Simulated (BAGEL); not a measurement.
# UHF/6-31G(d) (density fitting with qzvpp-jkfit, spherical functions) run of CH4GaS (SMILES [CH3][Ga][SH])

Aim: the vertical ionisation energy of CH4GaS at UHF/6-31G* (density fitting with qzvpp-jkfit, spherical functions), from 2 runs. 

The calculation is run with BAGEL 1.2.2.

3 further runs of the same task are left out: 2 that didn't finish, 1 set aside as unsound or not needed.

## Step 1: The structure to begin with

The species is CH4GaS (7 atoms), meant as a doublet with charge 0. As SMILES, `[CH3][Ga][SH]`. The shape is that of a PBE0-D4/def2-TZVP optimisation. This is one conformer, not always the lowest.

Bond lengths: C1–Ga2 1.996 Å, Ga2–S3 2.239 Å, C1–H4 1.093 Å, C1–H5 1.093 Å, C1–H6 1.089 Å, S3–H7 1.346 Å. Angles: C1–Ga2–S3 117.6°, Ga2–C1–H4 108.2°, Ga2–C1–H5 108.2°, Ga2–C1–H6 112.0°, Ga2–S3–H7 93.8°, H4–C1–H5 109.0°, H4–C1–H6 109.6°, H5–C1–H6 109.6°.

## Step 2: The energy at UHF/6-31G(d) (density fitting with qzvpp-jkfit, spherical functions)

File input.json:

```json
{ "bagel" : [

{
  "title" : "molecule",
  "basis" : "6-31gs.json",
  "df_basis" : "qzvpp-jkfit",
  "angstrom" : true,
  "geometry" : [
    { "atom" : "C", "xyz" : [   -0.760700,    0.655100,   -0.343900 ] },
    { "atom" : "Ga", "xyz" : [    0.076900,   -0.018700,    1.337900 ] },
    { "atom" : "S", "xyz" : [    1.747300,   -1.497800,    1.144600 ] },
    { "atom" : "H", "xyz" : [   -1.160100,   -0.200800,   -0.893900 ] },
    { "atom" : "H", "xyz" : [    0.016300,    1.134100,   -0.945000 ] },
    { "atom" : "H", "xyz" : [   -1.560200,    1.367200,   -0.145000 ] },
    { "atom" : "H", "xyz" : [    1.701900,   -1.507300,   -0.200600 ] }
  ]
},
{
  "title" : "uhf",
  "nopen" : 1
},
{
  "title" : "print",
  "file" : "orbitals.molden",
  "orbitals" : true
}

]}
```

The basis set 6-31G* is read from a file made from the Basis Set Exchange's data (not shown).

Launch:

```console
$ BAGEL_NUM_THREADS=1 BAGEL input.json > input.out
```

What it wrote:

```text
* using 1 threads per process

  ===============================================================
  ===============================================================

  *** Geometry ***

  { "atom" : "C", "xyz" : [     -1.437515,      1.237960,     -0.649877 ] },
  { "atom" : "Ga", "xyz" : [      0.145320,     -0.035338,      2.528265 ] },
  { "atom" : "S", "xyz" : [      3.301918,     -2.830432,      2.162981 ] },
  { "atom" : "H", "xyz" : [     -2.192271,     -0.379457,     -1.689226 ] },
  { "atom" : "H", "xyz" : [      0.030803,      2.143138,     -1.785791 ] },
  { "atom" : "H", "xyz" : [     -2.948351,      2.583634,     -0.274010 ] },
  { "atom" : "H", "xyz" : [      3.216125,     -2.848384,     -0.379079 ] },

  Number of auxiliary basis functions:      541

  Since a DF basis is specified, we compute 2- and 3-index integrals:
    o Being stored without compression. Storage requirement is 0.022 GB

  Number of basis functions:       72
  Number of electrons      :       57

    * METHOD: MOLECULE                             0.31

  *** Open-shell HF ***

  === Nuclear Repulsion ===
   229.4077600551

      * DIIS with orbital gradients will be used.

  === UHF iteration (6-31gs.json) ===
      0      -2360.57227075          0.02519811           0.14
      1      -2360.66120469          0.01252212           0.14
      2      -2360.67750282          0.00743283           0.13
      3      -2360.68265393          0.00127172           0.14
      4      -2360.68344576          0.00059108           0.14
      5      -2360.68365583          0.00015757           0.14
      6      -2360.68370245          0.00006108           0.14
      7      -2360.68371237          0.00002891           0.13
      8      -2360.68371611          0.00001145           0.14
      9      -2360.68371720          0.00000530           0.14
     10      -2360.68371738          0.00000223           0.13
     11      -2360.68371740          0.00000105           0.17
     12      -2360.68371741          0.00000052           0.14
     13      -2360.68371741          0.00000027           0.14
     14      -2360.68371741          0.00000013           0.14
     15      -2360.68371741          0.00000006           0.14
     16      -2360.68371741          0.00000004           0.13
     17      -2360.68371741          0.00000003           0.13
     18      -2360.68371741          0.00000001           0.13
     19      -2360.68371741          0.00000001           0.14
    * SCF iteration converged.

    * S^2 (UHF) is 0.7570

    * Permanent dipole moment:
           (    0.637544,    -0.544907,     0.455585) a.u.

    * METHOD: UHF                                  2.99

    * METHOD: PRINT                                0.02

  ===============================================================
```

Wall time 3.6 s (1 thread of AMD EPYC 7B13 (Zen 3), shared host); peak memory 0.12 GiB.

## Step 3: The singlet cation, same level

File input.json:

```json
{ "bagel": [

{
  "title": "molecule",
  "basis": "6-31gs.json",
  "df_basis": "qzvpp-jkfit",
  "angstrom": true,
  "geometry": [
    { "atom": "C", "xyz": [      -0.760700,       0.655100,      -0.343900 ] },
    { "atom": "Ga", "xyz": [       0.076900,      -0.018700,       1.337900 ] },
    { "atom": "S", "xyz": [       1.747300,      -1.497800,       1.144600 ] },
    { "atom": "H", "xyz": [      -1.160100,      -0.200800,      -0.893900 ] },
    { "atom": "H", "xyz": [       0.016300,       1.134100,      -0.945000 ] },
    { "atom": "H", "xyz": [      -1.560200,       1.367200,      -0.145000 ] },
    { "atom": "H", "xyz": [       1.701900,      -1.507300,      -0.200600 ] }
  ]
},

{ "title": "hf", "charge": 1 },

{ "title": "print", "file": "orbitals.molden", "orbitals": true }

]}
```

The basis set 6-31G* is read from a file made from the Basis Set Exchange's data (not shown).

Launch:

```console
$ BAGEL_NUM_THREADS=1 BAGEL input.json > input.out
```

What it wrote:

```text
* using 1 threads per process

  ===============================================================
  ===============================================================

  *** Geometry ***

  { "atom" : "C", "xyz" : [     -1.437515,      1.237960,     -0.649877 ] },
  { "atom" : "Ga", "xyz" : [      0.145320,     -0.035338,      2.528265 ] },
  { "atom" : "S", "xyz" : [      3.301918,     -2.830432,      2.162981 ] },
  { "atom" : "H", "xyz" : [     -2.192271,     -0.379457,     -1.689226 ] },
  { "atom" : "H", "xyz" : [      0.030803,      2.143138,     -1.785791 ] },
  { "atom" : "H", "xyz" : [     -2.948351,      2.583634,     -0.274010 ] },
  { "atom" : "H", "xyz" : [      3.216125,     -2.848384,     -0.379079 ] },

  Number of auxiliary basis functions:      541

  Since a DF basis is specified, we compute 2- and 3-index integrals:
    o Being stored without compression. Storage requirement is 0.022 GB

  Number of basis functions:       72
  Number of electrons      :       57

    * METHOD: MOLECULE                             0.32

  *** RHF ***

  === Nuclear Repulsion ===
   229.4077600551

      * DIIS with orbital gradients will be used.

  === RHF iteration (6-31gs.json) ===
      0      -2360.30297805          0.01333926           0.08
      1      -2360.39071645          0.00723363           0.07
      2      -2360.40807844          0.00163272           0.07
      3      -2360.40956200          0.00053627           0.07
      4      -2360.40972955          0.00012065           0.07
      5      -2360.40974400          0.00004089           0.07
      6      -2360.40974670          0.00002240           0.07
      7      -2360.40974761          0.00000829           0.08
      8      -2360.40974781          0.00000357           0.07
      9      -2360.40974783          0.00000142           0.07
     10      -2360.40974783          0.00000049           0.07
     11      -2360.40974783          0.00000014           0.07
     12      -2360.40974783          0.00000005           0.08
     13      -2360.40974783          0.00000002           0.07
     14      -2360.40974783          0.00000001           0.07
    * SCF iteration converged.

    * Permanent dipole moment:
           (    1.130632,    -1.001474,    -0.132418) a.u.

    * METHOD: HF                                   1.34

    * METHOD: PRINT                                0.02

  ===============================================================
```

It took 1.9 s on 1 thread of AMD EPYC 7B13 (Zen 3), shared host; peak memory 0.12 GiB.

## Step 4: What came out

At UHF/6-31G* (density fitting with qzvpp-jkfit, spherical functions):

| quantity | value |
| --- | --- |
| doublet CH4GaS: total energy | -2360.68372 Eh |
| doublet CH4GaS: dipole moment | 2.43 D |
| doublet CH4GaS: ⟨S²⟩ | 0.757 |
| singlet cation: total energy | -2360.40975 Eh |
| singlet cation: HOMO energy | -15.49 eV |
| singlet cation: LUMO energy | -6.65 eV |
| singlet cation: HOMO–LUMO gap | 8.84 eV |
| vertical ionisation energy (to the singlet cation) | 7.455 eV |

What this shows: The vertical ionisation energy comes to 7.46 eV (172 kcal/mol). Only the singlet of the ionised species was computed; a triplet could lie lower.
